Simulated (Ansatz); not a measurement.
Born–Oppenheimer molecular dynamics of a periodic cell of 28 atoms, Li2Fe3SnO8 (host Li2Fe3SnO8, host structure P1). It starts from an unrelaxed structure (largest force component 1.54 eV/Å).

Theory: DFT PBEsol, scalar-relativistic, plane waves, PAW in Ansatz 0.2.0. Settings: cutoff 420 eV, k mesh 2x2x1, fermi-dirac smearing 0.05 eV, spin collinear.

```json
{
  "ensemble": "NVT, Langevin thermostat",
  "time step": "1 fs",
  "steps asked": "20",
  "set temperature": "900 K",
  "friction": "0.02 /fs",
  "seed": "592464"
}
```

First frame:

```xyz
28
Lattice="5.9890 0.0000 0.0000 -2.9945 5.1866 0.0000 0.0000 0.0000 9.8483" Properties=species:S:1:pos:R:3
Li 0.019 3.425 8.840
Li 0.000 0.000 9.783
Li 0.000 0.000 4.859
Li 3.032 1.729 3.916
Fe -1.455 4.298 2.101
Fe 0.000 1.777 2.101
Fe 1.456 4.298 2.101
Fe 1.539 0.889 7.026
Fe 2.994 3.409 7.026
Fe 4.450 0.889 7.026
Sn 0.000 3.458 4.821
Sn 2.994 1.729 9.745
O -1.538 4.346 5.893
O -1.356 2.675 3.335
O 0.000 3.458 1.055
O 0.000 0.000 3.030
O 0.000 0.000 7.955
O 0.000 1.682 5.893
O 0.000 5.024 3.335
O 1.356 2.675 3.335
O 1.457 0.841 0.969
O 1.538 4.346 5.893
O 1.638 2.512 8.259
O 2.994 0.163 8.259
O 2.994 1.729 5.979
O 2.994 3.505 0.969
O 4.351 2.512 8.259
O 4.532 0.841 0.969
```

**Question.** What does the run give?

**Answer.** The run went to its last step.

- steps done: 20
- time covered: 20 fs
- mean temperature over the second half: 584 K
- spread of the potential energy over the second half: 9.4 meV per atom
- mean potential energy of the second half above the start: 46.1 meV per atom

The mean temperature of the second half is 35 % below the set value. A run of 0.02 ps of so small a system gives no equilibrium averages. No Hubbard correction was used and the magnetic state wasn't searched. Limits of this set-up: coarse k mesh.

**Question.** What happens to the structure?

**Answer.** Mean squared displacements from the first frame to the last, about the centre of mass: Li 0.03 Å², Fe 0.01 Å², Sn 0.00 Å², O 0.03 Å². The details hang on the random start.

**Question.** How do temperature and energy run in time?

**Answer.** 
| time (fs) | T (K) | potential energy less start (eV) |
| --- | --- | --- |
| 0 | 868 | 0.000 |
| 1 | 827 | 0.075 |
| 2 | 867 | 0.159 |
| 3 | 852 | 0.252 |
| 4 | 802 | 0.343 |
| 5 | 828 | 0.428 |
| 6 | 771 | 0.513 |
| 7 | 761 | 0.599 |
| 8 | 703 | 0.685 |
| 9 | 696 | 0.771 |
| 10 | 702 | 0.862 |
| 11 | 658 | 0.946 |
| 12 | 620 | 1.037 |
| 13 | 691 | 1.130 |
| 14 | 611 | 1.222 |
| 15 | 553 | 1.311 |
| 16 | 494 | 1.395 |
| 17 | 530 | 1.475 |
| 18 | 497 | 1.550 |
| 19 | 508 | 1.615 |
| 20 | 558 | 1.669 |

The run took 14 min on 2 threads of Intel(R) Xeon(R) Platinum 8488C (Sapphire Rapids), on a shared host, peak memory 1.7 GiB.
